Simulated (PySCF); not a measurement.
# C5H7F3Si: the cost of one run

Programs: PySCF 2.14.0, with density-fitted response routines of our own. Each step states its level of theory. These are calculated values for one molecule, in the gas phase or a continuum, unless marked as measured. Atoms count from 0, in the outputs and in this text.

### 1 The molecule as given

16 atoms, charge 0, multiplicity 1; geometry from: GFN2-xTB. The atoms were then displaced at random by about 0.01 Å, so the start is not that level's minimum.

Bonds of the start (Å): F0–C1 1.37, C1–F2 1.35, C1–C3 1.46, C3–C4 1.35, C4–C5 1.50, C5–Si6 1.89, Si6–F7 1.62, Si6–C8 1.89, C8–C3 1.52, C1–H9 1.10, C4–H10 1.08, C5–H11 1.10, C5–H12 1.10, Si6–H13 1.47, C8–H14 1.07, C8–H15 1.11.

### 2 Relaxing the molecule at PBE0-D3(BJ)/def2-SVP

What the job is given:

```
{"job": {"xc": "PBE0", "basis": "def2-SVP", "d3": "d3bj", "grid": 1, "shake": 0.01, "kind": "geom"}, "charge": 0, "multiplicity": 1}
F      2.720300     0.492940     1.207310
C      2.217920    -0.165110     0.117120
F      2.694850    -1.420840     0.215830
C      0.758370    -0.125990     0.085820
C     -0.047660    -1.199440     0.258720
C     -1.536310    -1.014820     0.215070
Si    -1.770460     0.843150    -0.067830
F     -2.444510     1.124110    -1.515840
C      0.083530     1.219520    -0.121170
H      2.677640     0.300310    -0.762100
H      0.353020    -2.180800     0.449480
H     -1.969980    -1.389140     1.148430
H     -1.974240    -1.622090    -0.595340
H     -2.607130     1.596320     0.880340
H      0.426200     1.906110     0.618240
H      0.399420     1.633380    -1.096700
```

Launch:

```bash
$ OMP_NUM_THREADS=1 python probes_run.py task.json out
```

One launch serves the whole session: the jobs run in the order shown.

**Question.** How long does this first job take on 1 thread of Arm Neoverse N1, shared host, and how much memory does it need?

About 3.4 min, with a peak of 0.68 GiB.
